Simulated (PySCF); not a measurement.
# [MoSe2]+: doublet, from a bent start

The task is one start of a wider search on [MoSe2]+: the doublet, from a bent start. It is relaxed, tested by its Hessian and followed downhill if it is a saddle.

Program: PySCF 2.14.0. Level of theory: PBE0, basis Mo def2-SVP with ECP28, Se def2-SVP, scalar-relativistic core potentials, no spin–orbit coupling, density fitting. These are calculated values, not measurements.

### Step 1. The starting structure

3 atoms, charge 1, spin multiplicity 2.

Bond lengths: Mo1–Se2 2.234 Å, Mo1–Se3 2.234 Å. Angles: Se2–Mo1–Se3 110.0°.

Z-matrix (Å, degrees; charge 1 multiplicity 2):
```
Mo
Se 1 2.2344
Se 1 2.2344 2 110.00
```

### Step 2. Bent start, doublet: relaxation

One driver script runs all steps and calls PySCF; scf.py shows how it sets up the SCF of each step. The optimiser is the driver's own. Before each start the driver seeks the lowest SCF state from one or more starting densities and follows internal instabilities, so scf.py alone need not reach the same state.

The program finds C2v symmetry in the start, which this walk keeps. The walk stops when the largest gradient is under 0.0003 Eh/bohr and the energy has settled too.

File scf.py:

```python
from pyscf import gto, scf, dft
mol = gto.M(atom='''
Mo     0.000000     0.000000    -0.794767
Se     1.830300    -0.000000     0.486833
Se    -1.830300     0.000000     0.486833''',
    basis={'Mo': 'def2-SVP', 'Se': 'def2-SVP'},
    ecp={'Mo': 'def2-SVP'},
    charge=1, spin=1)
mf = dft.UKS(mol, xc='PBE0')
mf.grids.atom_grid = (50, 194)
aux = {'Mo': 'def2-universal-JKFIT', 'Se': 'def2-universal-JKFIT'}
mf = mf.density_fit(auxbasis=aux)
mf.kernel()
```

The runs that follow: Is it a minimum? Harmonic modes.

**Question.** What will these runs give? Wanted: minimum; geometry; wavenumbers; dipole moment; highest occupied, lowest empty level; polar-tensor charge of Mo1; zero-point energy; ⟨S²⟩.

As calculated:

| quantity | value |
| --- | --- |
| minimum | doublet, C2v |
| geometry | Mo–Se 2.214 Å (×2); Se–Mo–Se 105.9° |
| wavenumbers (cm⁻¹) | 134 (a1), 348 (a1), 373 (b2) |
| dipole moment (centre of mass) | 3.71 D |
| highest occupied, lowest empty level (either spin) | -12.13, -9.72 eV |
| polar-tensor charge of Mo1 | +0.93 e |
| zero-point energy | 5.1 kJ/mol |
| entropy at 298.15 K | 320.1 J/(mol K) |
| ⟨S²⟩ | 1.123 |

**Reading.** The bent start keeps its C2v symmetry and ends in a minimum. The determinant is spin-contaminated (⟨S²⟩ = 1.12 against 0.75), so it is no pure spin state. In the infrared the band at 373 cm⁻¹ (b2, stretch) leads. Most of the spin sits on Mo1 (Mulliken spin 2.12, against 1 for the whole molecule). Only this shape and spin were tried, so other structures or states may lie lower. One determinant may miss the lowest occupation of an open d or f shell.
